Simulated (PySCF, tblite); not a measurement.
**C₁₀H₁₅F: geometry, infrared bands, NMR shifts, spin-spin couplings and electronic excitations**

What infrared bands, NMR shifts, spin-spin couplings and electronic excitations should C₁₀H₁₅F (`F[C@]12C[C@H]3C[C@H](C[C@H](C3)C1)C2`) show?

The runs use tblite 0.8.0 and PySCF 2.14.0, with density-fitted response routines of our own; the level of theory stands in each step. All values are computed, except where a source is named. Atoms are numbered from 0 throughout.

**1. Starting geometry**

26 atoms, charge 0, multiplicity 1; geometry from: force field or distance geometry start.

Bonds of the start (Å): F0–C1 1.36, C1–C2 1.55, C2–C3 1.53, C3–C4 1.54, C4–C5 1.55, C5–C6 1.53, C6–C7 1.54, C7–C8 1.54, C7–C9 1.53, C5–C10 1.54, C9–C1 1.54, C10–C1 1.53, C8–C3 1.54, C2–H11 1.09, C2–H12 1.08, C3–H13 1.10, C4–H14 1.09, C4–H15 1.10, C5–H16 1.09, C6–H17 1.09, C6–H18 1.10, C7–H19 1.10, C8–H20 1.10, C8–H21 1.09, C9–H22 1.10, C9–H23 1.10, C10–H24 1.09, C10–H25 1.10.

**2. Relaxing the molecule with GFN2-xTB**

The job: settings as JSON, then the geometry in Å.

```
{"job": {"kind": "relax", "xc": "GFN2-xTB", "basis": "xTB"}, "charge": 0, "multiplicity": 1}
F      1.675200     0.773900    -2.213000
C      0.875600     0.414900    -1.179600
C      1.753400     0.255100     0.092300
C      0.860200    -0.149400     1.268700
C     -0.216000     0.918900     1.514200
C     -1.088700     1.079900     0.242900
C     -1.758800    -0.262300    -0.078800
C     -0.687500    -1.346000    -0.310700
C      0.177500    -1.498100     0.951100
C      0.196400    -0.927700    -1.487500
C     -0.189600     1.485600    -0.937100
H      2.257100     1.198900     0.306700
H      2.526400    -0.484000    -0.073900
H      1.479900    -0.266600     2.174800
H     -0.847400     0.653400     2.363900
H      0.258400     1.878000     1.768800
H     -1.845500     1.851600     0.418100
H     -2.396000    -0.168000    -0.963300
H     -2.415500    -0.558400     0.759100
H     -1.175300    -2.303800    -0.536600
H     -0.453400    -1.805400     1.799900
H      0.926200    -2.273800     0.800500
H      0.964600    -1.685500    -1.682300
H     -0.397700    -0.841400    -2.411800
H     -0.784500     1.630100    -1.840600
H      0.283700     2.452800    -0.732900
```

Launch:

```sh
$ OMP_NUM_THREADS=2 python probes_run.py task.json out
```

This one command runs all jobs of the session in turn.

**Question.** This job is followed by: GFN2-xTB harmonic vibrations, gas phase; PBE0-D3(BJ)/def2-SVP geometry optimisation, gas phase; GIAO PBE0/pcSseg-1 NMR shielding, non-relativistic, gas phase; B3LYP/pcJ-1 indirect spin-spin coupling, non-relativistic, gas phase; TDDFT CAM-B3LYP/def2-SVPD, vertical, gas phase, core orbitals frozen in the response; GIAO wB97X-D/pcSseg-1 NMR shielding, non-relativistic, gas phase. Predict these results of the whole session: strongest single infrared mode (GFN2-xTB); zero-point energy (GFN2-xTB); point group; rotational constants (main isotopes); ¹³C shifts against TMS (PBE0/pcSseg-1, means over atoms taken as alike); ¹H shifts against TMS (PBE0/pcSseg-1, means over atoms taken as alike); ¹⁹F shifts against CFCl3 (PBE0/pcSseg-1); largest coupling of the table (B3LYP/pcJ-1); lowest singlet (CAM-B3LYP/def2-SVPD); brightest single state of those computed; lowest triplet; range of the shift of F0.

The runs gave:

| quantity | value |
| --- | --- |
| strongest single infrared mode (GFN2-xTB) | 2989 cm⁻¹, 106 km/mol |
| zero-point energy (GFN2-xTB) | 145.4 kcal/mol |
| point group | C3v |
| rotational constants (main isotopes) | 1.70, 1.17, 1.17 GHz |
| ¹³C shifts against TMS (PBE0/pcSseg-1, means over atoms taken as alike) | 87.8, 45.4, 38.7, 33.2 ppm |
| ¹H shifts against TMS (PBE0/pcSseg-1, means over atoms taken as alike) | 1.86, 1.76, 1.51, 1.51 ppm |
| ¹⁹F shifts against CFCl3 (PBE0/pcSseg-1) | -158.1 ppm |
| largest coupling of the table (B3LYP/pcJ-1) | ¹J(F,C) F0–C1, -238.7 Hz |
| lowest singlet (CAM-B3LYP/def2-SVPD) | 7.83 eV (158 nm), f = 0.003 |
| brightest single state of those computed | state 7, 8.73 eV, f = 0.078 |
| lowest triplet | 7.64 eV |
| range of the shift of F0 | -158.1 to -155.7 ppm |

**Reading.** Relaxing lowered the energy by 0.081 eV in 12 steps; the close pair that moved most is F0–C1, from 1.355 to 1.399 Å (GFN2-xTB). All 72 modes are real, so the xTB geometry is a minimum. Unscaled tight-binding wavenumbers are off by several per cent, some by more. Its intensities can rank the bands wrongly. The optimisation took 3 steps and gained 0.134 eV; among the close pairs (by a distance rule), C2–C3 changed most, from 1.501 to 1.533 Å (PBE0/def2-SVP). No frequency check was run at this level, so the end point may be a saddle. C1 (fully substituted sp3 carbon bonded to F) lies farthest downfield among carbon, at 87.8 ppm; pulled downfield by the heteroatom. At PBE0/pcSseg-1: The largest span, 92 ppm, is at C1, where the paramagnetic term is -146 ppm. Of the pairs tabulated at B3LYP/pcJ-1, F0–C1 couples most strongly (-238.7 Hz; Fermi contact -283.9 Hz). Couplings across rotatable bonds belong to this one conformer; where others are populated, the observed values are averages. The first singlet state (HOMO→LUMO 0.94) lies at 7.83 eV and is weak; of the 10 states computed, the strongest absorption comes from states 7 to 9 together at 8.73 eV. The lowest triplet lies 0.20 eV below the lowest singlet (triplets in Tamm-Dancoff, singlets in full TDDFT). In ppm, F0 moves most: its shift spreads over 2.4 ppm, from -158.1 (PBE0/pcSseg-1) to -155.7 (wB97X-D/pcSseg-1).
